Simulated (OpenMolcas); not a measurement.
# HF/ANO-R3 (DKH3, RICD fitting) run of Br2 (bromine)

Aim: the vertical singlet–triplet gap of Br2 (bromine) at HF/ANO-R3 (DKH3, RICD fitting), from 2 runs. 

The results are computed with OpenMolcas 26.06.

## 1. The structure to begin with

Br2 has 2 atoms, charge 0, and is taken as a singlet. SMILES: `BrBr`. Geometry: relaxed at GFN2-xTB.

Bond lengths: Br1–Br2 2.282 Å.

## 2. The energy at HF/ANO-R3 (DKH3, RICD fitting)

Input file job.inp:

```
* Br2 Hartree-Fock

&GATEWAY
 Coord
 2
 bohr
 Br     1.83893029    -0.61499247     0.94219855
 Br    -1.83893029     0.61499247    -0.94219855
 Basis = ANO-R3
 Group = NoSym
 RICD

&SEWARD
 Relativistic = R03O02
 Expert

&SCF
 PrOrbitals = 0
```

Launch:

```
$ export MOLCAS_MEM=1860
$ pymolcas job.inp > job.log
```

The log of the run, cut to the lines that bear on the results:

```text
--- Start Module: gateway ---
[...]
--- Stop Module: gateway /rc=_RC_ALL_IS_WELL_ ---
[...]
--- Start Module: seward ---
[...]
 ###    WARNING:  EXPERT option is ON!                                       ###
 ###############################################################################
               SEWARD will generate:
[...]
      Basis functions          192
[...]
--- Stop Module: seward /rc=_RC_ALL_IS_WELL_ ---
[...]
--- Start Module: scf ---
[...]
       Convergence after   9 Iterations
[...]
::    Total SCF energy                              -5208.8482187127
[...]
      Total spin, S                                     0.0000000000
[...]
      Total electronic charge=   70.000000
      Total            charge=   -0.000000
[...]
      Dipole Moment (debye):
      Origin of the operator (angstrom)=   -0.0000    0.0000   -0.0000
                   X=  2.3674E-11               Y=  1.0216E-09               Z= -1.7325E-10           Total=  1.0365E-09
      Quadrupole Moment (debye*angstrom):
[...]
--- Stop Module: scf /rc=_RC_ALL_IS_WELL_ ---
[...]
```

Wall time 71 s (1 thread of Arm Neoverse V1, shared host); peak memory 0.46 GiB.

## 3. The triplet

Input file job.input:

```
>>> EXPORT MOLCAS_PRINT=2

&GATEWAY
  Coord
  2
  bohr
  Br     1.83893029    -0.61499247     0.94219855
  Br    -1.83893029     0.61499247    -0.94219855
  Basis
  ANO-R3
  Group
  NoSym
  RICD

&SEWARD
  Relativistic
  R03O02
  Expert

&SCF
  UHF
  Spin
  3
  PrOrbitals
  0
```

Launch:

```
$ export MOLCAS_MEM=1860
$ pymolcas job.input > job.log
```

The log of the run, cut to the lines that bear on the results:

```text
--- Start Module: gateway ---
[...]
--- Stop Module: gateway /rc=_RC_ALL_IS_WELL_ ---
[...]
--- Start Module: seward ---
[...]
 ###    WARNING:  EXPERT option is ON!                                       ###
 ###############################################################################
               SEWARD will generate:
[...]
      Basis functions          192
[...]
--- Stop Module: seward /rc=_RC_ALL_IS_WELL_ ---
[...]
--- Start Module: scf ---
[...]
       Convergence after  19 Iterations
[...]
::    Total SCF energy                              -5208.7624498986
[...]
      Total spin, S                                     1.0099432453
[...]
      Total electronic charge=   70.000000
      Total            charge=   -0.000000
[...]
      Dipole Moment (debye):
      Origin of the operator (angstrom)=   -0.0000    0.0000   -0.0000
                   X= -4.2435E-10               Y=  2.7570E-10               Z=  4.9385E-11           Total=  5.0845E-10
      Quadrupole Moment (debye*angstrom):
[...]
--- Stop Module: scf /rc=_RC_ALL_IS_WELL_ ---
[...]
```

Run time: 2.3 min. Hardware: 1 thread of Arm Neoverse V1, shared host; peak memory 0.46 GiB.

## 4. Outcome

Level: HF/ANO-R3 (DKH3, RICD fitting).

| quantity | value |
| --- | --- |
| singlet: total energy | -5208.84822 Eh |
| singlet: dipole moment | 0.00 D |
| singlet: HOMO energy | -11.02 eV |
| singlet: LUMO energy | 0.11 eV |
| singlet: HOMO–LUMO gap | 11.13 eV |
| triplet: total energy | -5208.76245 Eh |
| triplet: dipole moment | 0.00 D |
| triplet: HOMO energy (highest over α and β) | -8.79 eV |
| triplet: LUMO energy (lowest over α and β) | -2.24 eV |
| triplet: ⟨S²⟩ | 2.030 |
| vertical energy of the triplet above the singlet | 2.334 eV |

At this shape the triplet lies 2.33 eV (54 kcal/mol) above the singlet.
